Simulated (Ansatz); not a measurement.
# CH₃Ga (quintet): wave-function methods side by side, cc-pVDZ

How much of the correlation energy of CH₃Ga (quintet) does each wave-function method recover here?

Computed with Ansatz 0.2.0, Gaussian basis. Level: cc-pVDZ, core rule «outside noble gas», up to 15 orbitals frozen.

To be run: UHF; CCSD(T) on ROHF; CCSD(T) on UHF; BCCD(T) on ROHF; CISD as a restricted active space (open shells left free, so some higher excitations enter); CCSDT(Q) on ROHF; CCSDT(Q) on UHF; CASSCF and MRCISD+Q, 10 electrons in 11 orbitals; CASSCF and NEVPT2, 10 electrons in 11 orbitals.

20 further runs of the same task are left out: 2 for a known fault of the program, 7 that didn't finish, 11 set aside as unsound or not needed. Runs told in other sessions of the task aren't counted.

### Step 1. What is computed

The geometry is a PBE0/def2-TZVP stationary point (not a proven minimum) of the parent state, kept for this charge and spin. No spin-orbit coupling is included. The filled d shell of Ga may be among the frozen orbitals whatever the setting's name suggests.

5 atoms, charge 0, spin multiplicity 5.

Atoms are counted from 1 here; the program's logs count them from 0.

Bond lengths: C1–Ga2 1.914 Å, C1–H3 1.085 Å, Ga2–H4 1.568 Å, Ga2–H5 1.562 Å. Angles: Ga2–C1–H3 154.1°, C1–Ga2–H4 118.8°, C1–Ga2–H5 118.2°, H4–Ga2–H5 123.0°.

### Step 2. UHF

Input file in.yaml:

```yaml
crystal:
  periodic: [false, false, false]
  atoms:
    - {symbol: C, position_ang: [0.000000, -0.088918, 1.623428]}
    - {symbol: Ga, position_ang: [0.000000, 0.009148, -0.287682]}
    - {symbol: H, position_ang: [0.000000, 0.334283, 2.622499]}
    - {symbol: H, position_ang: [0.000000, 1.420032, -0.970828]}
    - {symbol: H, position_ang: [0.000000, -1.327540, -1.096565]}
basis:
  gaussian: {orbitals: cc-pVDZ}
magnetization: {spin_polarized: true, initial_magnetization: 4}
hamiltonian: {xc: hf}
output: {orbitals: {seedname: orbitals}}
```

Started as:

```sh
$ ansatz run in.yaml --threads 1 --pin off --events-out ev --progress --plain --max-ram 2393MiB
```

After this run come: CCSD(T) on ROHF; CCSD(T) on UHF; BCCD(T) on ROHF; CISD as a restricted active space (open shells left free, so some higher excitations enter); CCSDT(Q) on ROHF; CCSDT(Q) on UHF; CASSCF and MRCISD+Q, 10 electrons in 11 orbitals; CASSCF and NEVPT2, 10 electrons in 11 orbitals.

Q: Predict the results of all the runs planned. Wanted: UCCSDT(Q) from the RHF energy; RMP2 from UCCSDT(Q); UMP2 from UCCSDT(Q); RCCSD from UCCSDT(Q); RCCSD(T) from UCCSDT(Q); UCCSD(T) from UCCSDT(Q); RCCSDT(Q) from UCCSDT(Q); NEVPT2 valence from UCCSDT(Q); MRCISD+Q valence from UCCSDT(Q).

As calculated:

| quantity | value |
| --- | --- |
| UCCSDT(Q) from the ROHF energy | -5.2896 eV |
| RMP2 from UCCSDT(Q) | +1183.6 meV |
| UMP2 from UCCSDT(Q) | +1230.5 meV |
| RCCSD from UCCSDT(Q) | +191.4 meV |
| RCCSD(T) from UCCSDT(Q) | +52.6 meV |
| UCCSD(T) from UCCSDT(Q) | +41.6 meV |
| RCCSDT(Q) from UCCSDT(Q) | +10.9 meV |
| NEVPT2 valence from UCCSDT(Q) | +799.5 meV |
| MRCISD+Q valence from UCCSDT(Q) | +40.6 meV |
| levels within 1 kcal/mol (43 meV) | UCCSD(T), RCCSDT, UCCSDT, RCCSDT(Q), MRCISD+Q valence |
| T1 diagnostic | 0.032 |
| effectively unpaired electrons | 4.04 |

What this shows: RCCSD(T) lands +52.6 meV from the yardstick (1.0 % of the correlation energy). One determinant dominates. Of the multireference levels listed MRCISD+Q valence comes nearest in total energy (+40.6 meV), which doesn't show that its space is the better one. Coupled cluster took another determinant than the lowest Hartree-Fock one. These misses are within one basis, not against nature; the frozen cores of restricted and unrestricted runs differ, which can shift their rows.
